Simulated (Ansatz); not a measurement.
# H6SSiSn: the cost of one run

All numbers are computed with Ansatz 0.2.0, driven from Python. Level of theory: r2SCAN0/def2-SVP.

### Step 1. The system

Bond lengths: S1–Si2 2.103 Å, Si2–Sn3 2.493 Å, S1–H4 1.390 Å, Si2–H5 1.485 Å, Si2–H6 1.483 Å, Sn3–H7 1.735 Å, Sn3–H8 1.824 Å, Sn3–H9 1.775 Å. Angles: S1–Si2–Sn3 107.4°, S1–Si2–H5 109.8°, S1–Si2–H6 110.6°, Sn3–Si2–H5 109.3°, Sn3–Si2–H6 110.3°, H5–Si2–H6 109.5°, Si2–S1–H4 91.5°, Si2–Sn3–H7 110.9°, Si2–Sn3–H8 108.9°, Si2–Sn3–H9 109.9°, H7–Sn3–H8 107.5°, H7–Sn3–H9 111.6°, H8–Sn3–H9 107.9°.

No structure file is read: the coordinates are typed or built in the script.

### Step 2. The code

h6ssisn_tae.py

```python
"""Atomisation energy of H6SSiSn at the given geometry."""

from collections import Counter

import ansatz as az


def total_energy(molecule, charge=0, unpaired=0):
    calc = molecule.calculation().basis(gaussian="def2-SVP").functional("R2SCAN0")
    if charge:
        calc = calc.charge(charge)
    if unpaired:
        calc = calc.spin("collinear", total=unpaired)
    report = calc.run(threads=1, pin="off").report
    if report["published_state_doubts"]:
        print("  doubts:", report["published_state_doubts"])
    return report["free_energy_ev"]

geometry_ang = [
    ("S", [-2.2841, 0.6336, -0.5942]),
    ("Si", [-0.2889, 1.1225, -0.1443]),
    ("Sn", [0.8562, -0.9832, 0.5411]),
    ("H", [-1.8835, -0.2315, -1.6057]),
    ("H", [0.3778, 1.6746, -1.351]),
    ("H", [-0.2312, 2.1195, 0.9516]),
    ("H", [0.8338, -2.1469, -0.7459]),
    ("H", [2.6016, -0.61, 0.9146]),
    ("H", [0.1069, -1.6249, 2.0166]),
]
h6ssisn = az.Crystal.molecule()
for symbol, xyz in geometry_ang:
    h6ssisn = h6ssisn.atom(symbol, xyz)

# unpaired electrons of the ground-state atoms
unpaired = {"S": 2, "Si": 2, "Sn": 2, "H": 1}
counts = Counter(site.symbol for site in h6ssisn.cartesian_sites)
atom_energy = {s: total_energy(az.Crystal.molecule().atom(s, (0, 0, 0)), 0, unpaired[s]) for s in counts}
whole = total_energy(h6ssisn, 0, 0)
for s, e in atom_energy.items():
    print(f"{s:2s} x{counts[s]}  {e:14.5f} eV")
print(f"H6SSiSn: {whole:.5f} eV")
split = sum(counts[s] * e for s, e in atom_energy.items()) - whole
print(f"atomisation energy (no zero-point term): {split:.3f} eV, {split / sum(counts.values()):.3f} eV an atom")
```

### Step 3. The input behind the calls

The package turns the script's settings into the engine's input (first run):

```yaml
crystal:
  periodic: [false, false, false]
  atoms:
    - { symbol: S, position_ang: [0.0, 0.0, 0.0] }
basis:
  gaussian:
    orbitals: def2-SVP
hamiltonian:
  xc: r2scan0
magnetization:
  spin_polarized: true
  initial_magnetization: 2.0
```

### Step 4. The run

Command:

```console
$ python h6ssisn_tae.py
```

Q: Estimate wall time and peak memory on 1 thread of Intel Xeon Platinum 8488C (Sapphire Rapids), shared host.

About 5.9 s, with a peak of 0.27 GiB.
